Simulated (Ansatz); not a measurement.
The system is MgI2.

```xyz
3
Lattice="4.1400 0.0000 0.0000 -2.0700 3.5853 0.0000 0.0000 0.0000 6.8800" Properties=species:S:1:pos:R:3 pbc="T T T"
I     2.0700    1.1951    5.1600
I     0.0000    2.3902    1.7200
Mg    0.0000    0.0000    0.0000
```

| Quantity | Value |
| --- | --- |
| Program | Ansatz 0.2.0 |
| Task | relaxation of cell and atoms |
| Functional | PBEsol |
| Potentials or basis | Ansatz PAW |
| Cutoff | 420 eV (not typed: the program's choice for these potentials) |
| k mesh | 8 × 8 × 4 |
| Occupations | fermi-dirac, width 0.05 eV |
| Spin | no spin polarisation |

At the start: volume 34.04 Å³/atom.

Question: How do energy, volume and symmetry change on relaxing?

Answer: It ends after 6 steps and the volume is 34.65 Å³/atom (+1.8 %); space group P-3m1 (No. 164, to 0.05 Å).

Step by step:
| step | energy change (eV) | largest force (eV/Å) | volume (Å³) |
| --- | --- | --- | --- |
| 1 | 0.0000 | 0.2947 | 102.12 |
| 2 | -0.0008 | 0.2632 | 105.17 |
| 3 | -0.0179 | 0.0097 | 103.35 |
| 4 | -0.0185 | 0.0066 | 103.17 |
| 5 | -0.0186 | 0.0043 | 103.95 |
| 6 | -0.0188 | 0.0043 | 103.95 |

Final structure:
```yaml
crystal:
  lattice:
    - [4.13249, 0.00000, 0.00000]
    - [-2.06624, 3.57884, 0.00000]
    - [0.00000, 0.00000, 7.02854]
  atoms:
    - { symbol: I, position: [0.66667, 0.33333, 0.76255] }
    - { symbol: I, position: [0.33333, 0.66667, 0.23745] }
    - { symbol: Mg, position: [0.00000, 0.00000, 0.00000] }
```

Caveat: the plane-wave basis is chosen anew once the cell has moved, so the energies of steps on either side of that aren't comparable; this functional lacks dispersion, which binds the layers, so the pressure and a relaxed spacing across them are unreliable; the PAW data sets come from PBE, with cores solved anew for the run's functional, which leaves a small shift of forces and pressure.
